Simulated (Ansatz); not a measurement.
# GeF2 (SMILES [F][Ge][F]): CCSD(T)/def2-TZVPP

Aim: the electronic atomisation energy of GeF2 at CCSD(T)/def2-TZVPP, from 3 runs. 

The calculation is run with Ansatz 0.2.0.

32 further runs of the same task are left out: 32 set aside as unsound or not needed.

## 1. Starting point

GeF2 has 3 atoms, charge 0, and is taken as a singlet. As SMILES, `[F][Ge][F]`. The coordinates come from a PBE0-D4/def2-TZVP relaxation.

Bond lengths: F1–Ge2 1.745 Å, Ge2–F3 1.745 Å. Angles: F1–Ge2–F3 97.2°.

## 2. A single-point energy at CCSD(T)/def2-TZVPP

Contents of job.yaml:

```yaml
crystal:
  periodic: [false, false, false]
  atoms:
    - {symbol: F, position_ang: [-0.675900, -1.101800, -0.497500]}
    - {symbol: Ge, position_ang: [0.637500, -0.295200, 0.320200]}
    - {symbol: F, position_ang: [0.027600, 1.332100, 0.164100]}
basis:
  gaussian:
    orbitals: def2-TZVPP
correlation:
  method: ccsd_t
  frozen_orbitals: {F: 1, Ge: 9}
accuracy: high
scf:
  omitted_lower_state_checks: [cluster_reference, increment]
```

Command:

```sh
$ ansatz run job.yaml --threads 1 --pin off --max-ram 3480MiB --events-out events.jsonl --progress --plain --runs-dir runs
```

The program printed:

```text
Warning: RAYON_NUM_THREADS=1 ignored (pool sized by the plan → 1); use --threads N
Functional definition: HF
  name "HF"
  exchange = exact_x
  correlation = 0
these checks for a lower state are left out or cut short: cluster_reference, increment
1632 factors; integrals over basis functions are off by at most 5.2e-9 eV
mean field evaluation 1: about -61887.0268 eV, gradient 4.1e1 eV
mean field evaluation 2: about -61887.0961 eV, gradient 4.1e1 eV
mean field evaluation 4: about -61889.9672 eV, gradient 2.1e0 eV
mean field evaluation 8: about -61889.9950 eV, gradient 3.2e-1 eV
mean field evaluation 16: about -61889.9954 eV, gradient 2.3e-8 eV
mean field -61889.99540901 eV, -2274.4153807354 hartree, gradient 2.4e-8 eV, S^2 0.000000; 0 other end points of the search recorded, 0 dependent functions left out
11 core orbitals not correlated: weight in the atoms' cores, before any rotation towards them, 1.000 or more for the frozen orbitals, at most 0.000 for the correlated occupied ones
reference -61889.99540901 eV, -2274.4153807354 hartree; 14, 14 occupied and 85, 85 virtual orbitals, 1632 factors
second order -19.81765853 eV of doubles, -0.00000000 eV of singles
cycle   1  -19.11933870 eV  change    7.0e-1 eV  update   1.2e-1
cycle   2  -19.62939117 eV  change   -5.1e-1 eV  update   4.0e-2
cycle   3  -19.75215931 eV  change   -1.2e-1 eV  update   2.0e-2
cycle   4  -19.73199885 eV  change    2.0e-2 eV  update   5.3e-3
cycle   5  -19.72698347 eV  change    5.0e-3 eV  update   2.2e-3
cycle   6  -19.72865445 eV  change   -1.7e-3 eV  update   7.7e-4
cycle   7  -19.72861942 eV  change    3.5e-5 eV  update   2.8e-4
cycle   8  -19.72843536 eV  change    1.8e-4 eV  update   8.2e-5
cycle   9  -19.72846596 eV  change   -3.1e-5 eV  update   2.7e-5
cycle  10  -19.72848171 eV  change   -1.6e-5 eV  update   8.1e-6
cycle  11  -19.72847321 eV  change    8.5e-6 eV  update   3.1e-6
cycle  12  -19.72847817 eV  change   -5.0e-6 eV  update   1.1e-6
cycle  13  -19.72847733 eV  change    8.5e-7 eV  update   4.1e-7
cycle  14  -19.72847781 eV  change   -4.8e-7 eV  update   1.6e-7
cycle  15  -19.72847788 eV  change   -7.2e-8 eV  update   5.9e-8
cycle  16  -19.72847788 eV  change   -1.8e-9 eV  update   2.6e-8
cycle  17  -19.72847831 eV  change   -4.3e-7 eV  update   1.1e-7
cycle  18  -19.72847834 eV  change   -3.4e-8 eV  update   3.2e-8
cycle  19  -19.72847838 eV  change   -3.2e-8 eV  update   1.1e-8
cycle  20  -19.72847838 eV  change   -3.9e-9 eV  update   3.4e-9
cycle  21  -19.72847838 eV  change   1.3e-10 eV  update   1.0e-9
perturbative correction -0.65365066 eV, -0.0240212188 hartree
Total energy: -61910.37753805 eV, -2275.1644101622 hartree
Checks for a lower state left out: cluster_reference, increment
```

Wall time 16 s (1 thread of Intel Xeon 6975P-C (Granite Rapids), shared host); peak memory 0.61 GiB.

## 3. The F atom at the same level

Contents of input.yaml:

```yaml
crystal:
  periodic: [false, false, false]
  atoms:
    - symbol: F
      position_ang: [0.000000, 0.000000, 0.000000]
basis:
  gaussian:
    orbitals: def2-TZVPP
magnetization:
  spin_polarized: true
  initial_magnetization: 1
correlation:
  method: ccsd_t
  frozen_orbitals: {F: 1}
accuracy: high
scf:
  omitted_lower_state_checks: [cluster_reference, increment]
```

Run the same way, it converges to -99.62506 Eh (log not shown).

## 4. The Ge atom at the same level

Contents of job.yaml:

```yaml
crystal:
  periodic: [false, false, false]
  atoms:
    - {symbol: Ge, position_ang: [0.000000, 0.000000, 0.000000]}
basis:
  gaussian:
    orbitals: def2-TZVPP
magnetization:
  spin_polarized: true
  initial_magnetization: 2
correlation:
  method: ccsd_t
  frozen_orbitals: {Ge: 9}
accuracy: high
scf:
  omitted_lower_state_checks: [cluster_reference, increment]
```

Run the same way, it converges to -2075.51616 Eh (log not shown).

## 5. Results

At CCSD(T)/def2-TZVPP, 11 core orbitals frozen:

| quantity | value |
| --- | --- |
| molecule: total energy | -2275.16441 Eh |
| molecule: correlation energy (11 core orbitals frozen) | -749.0 mEh |
| molecule: (T) correction | -24.02 mEh |
| molecule: T1 diagnostic | 0.015 |
| F atom: total energy | -99.62506 Eh |
| F atom: correlation energy (1 core orbital frozen) | -213.3 mEh |
| F atom: (T) correction | -3.43 mEh |
| F atom: ⟨S²⟩ of the reference determinant | 0.754 |
| F atom: T1 diagnostic | 0.006 |
| Ge atom: total energy | -2075.51616 Eh |
| Ge atom: correlation energy (9 core orbitals frozen) | -195.2 mEh |
| Ge atom: (T) correction | -6.34 mEh |
| Ge atom: ⟨S²⟩ of the reference determinant | 2.011 |
| Ge atom: T1 diagnostic | 0.009 |
| electronic atomisation energy | 10.834 eV |

**Reading.** Taking the molecule apart into free atoms costs 10.83 eV (1045 kJ/mol), before zero-point energy and without spin-orbit coupling. The triples (molecule) make up 3.2 % of the correlation energy. The triples (F atom) make up 1.6 % of the correlation energy. The triples (Ge atom) make up 3.2 % of the correlation energy.
